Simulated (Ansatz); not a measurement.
# C2H2F2Si, SMILES FC1=C(F)[SiH2]1: a geometry optimisation

Run with Ansatz 0.2.0 through its Python package.

`run_opt.py`
```python
'''Relax the C2H2F2Si molecule.'''

import ansatz as az
import numpy as np

BASIS = 'cc-pVDZ'
FUNCTIONAL = 'HF'

GEOMETRY = '''
F     0.55810   -1.63400    1.25490
C    -0.22910   -0.53370    0.87160
C    -0.85080   -0.48600   -0.32800
F    -0.60750   -1.48650   -1.19030
Si    0.23310    0.93030   -0.03640
H    -0.54050    2.20250    0.21810
H     1.49790    0.93930   -0.83540
'''


def main() -> None:
    system = az.Crystal.molecule()
    for line in GEOMETRY.strip().splitlines():
        symbol, *xyz = line.split()
        system = system.atom(symbol, [float(v) for v in xyz])

    calculation = system.calculation()
    calculation = calculation.basis(gaussian=BASIS)
    calculation = calculation.functional(FUNCTIONAL)
    symbols = [site.symbol for site in system.cartesian_sites]
    start = np.array([site.position_ang for site in system.cartesian_sites], dtype=float)
    def progress(event):
        if event['event'] == 'relax_step':
            row = event['data']
            print(f'step {row["step"]:3d}  E = {row["lagrangian_ev"]:.6f} eV  largest force component {row["allowed_force_max_ev_ang"]:.4f} eV/A')


    data = calculation.relax(force_tolerance=0.02).session().plan().execute(on_event=progress).report
    end = np.array(data['positions_ang'])

    for key in ('converged', 'free_energy_ev', 'reference_energy_ev', 'n_frozen', 'n_occupied', 'n_virtual'):
        print(f'{key:22s} {data[key]}')

    print('final positions (A) and the move of each atom')
    for symbol, xyz, old in zip(symbols, end, start):
        print(f'{symbol:2s} {xyz[0]:10.5f} {xyz[1]:10.5f} {xyz[2]:10.5f}   {np.linalg.norm(xyz - old):7.4f}')
    with open('c2h2f2si_opt.xyz', 'w') as handle:
        handle.write(f'{len(symbols)}\nrelaxed C2H2F2Si\n')
        handle.writelines(f'{s:2s} {x:11.6f} {y:11.6f} {z:11.6f}\n' for s, (x, y, z) in zip(symbols, end))


if __name__ == '__main__':
    main()
```

```console
$ python run_opt.py
step   1  E = -15362.093498 eV  largest force component 2.9004 eV/A
step   2  E = -15362.779151 eV  largest force component 1.7857 eV/A
step   3  E = -15363.292664 eV  largest force component 1.5097 eV/A
step   4  E = -15363.700055 eV  largest force component 0.3873 eV/A
step   5  E = -15363.722161 eV  largest force component 0.3375 eV/A
step   6  E = -15363.746538 eV  largest force component 0.2588 eV/A
step   7  E = -15363.760630 eV  largest force component 0.0419 eV/A
step   8  E = -15363.760787 eV  largest force component 0.0048 eV/A
converged              True
free_energy_ev         -15363.760786960109
reference_energy_ev    -15363.760786960109
n_frozen               0
n_occupied             [23, 23]
n_virtual              [61, 61]
final positions (A) and the move of each atom
F     0.31565   -1.55555    1.64809    0.4685
C     0.11665   -0.69879    0.67443    0.4309
C    -0.48196   -0.69348   -0.49837    0.4562
F    -1.15644   -1.54270   -1.23701    0.5538
Si    0.27023    0.92836   -0.13573    0.1061
H    -0.52943    2.10605    0.27698    0.1135
H     1.52649    1.38801   -0.77389    0.4538
```

`c2h2f2si_opt.xyz`, as written:
```text
7
relaxed C2H2F2Si
F     0.315652   -1.555550    1.648091
C     0.116653   -0.698790    0.674428
C    -0.481959   -0.693480   -0.498373
F    -1.156439   -1.542703   -1.237007
Si    0.270231    0.928359   -0.135729
H    -0.529427    2.106051    0.276983
H     1.526488    1.388012   -0.773893
```

What to keep in mind:
- These settings explore the input space; basis and method may be short of convergence.
- The end point is the stationary point reached from this start; no frequency run checks that it is a minimum, and the basis set is modest.
- Finished in 15 s on 1 thread of Arm Neoverse V1, on a shared host, peak memory 0.23 GiB.

(Lines on the test bed's own set-up are left out of the output.)
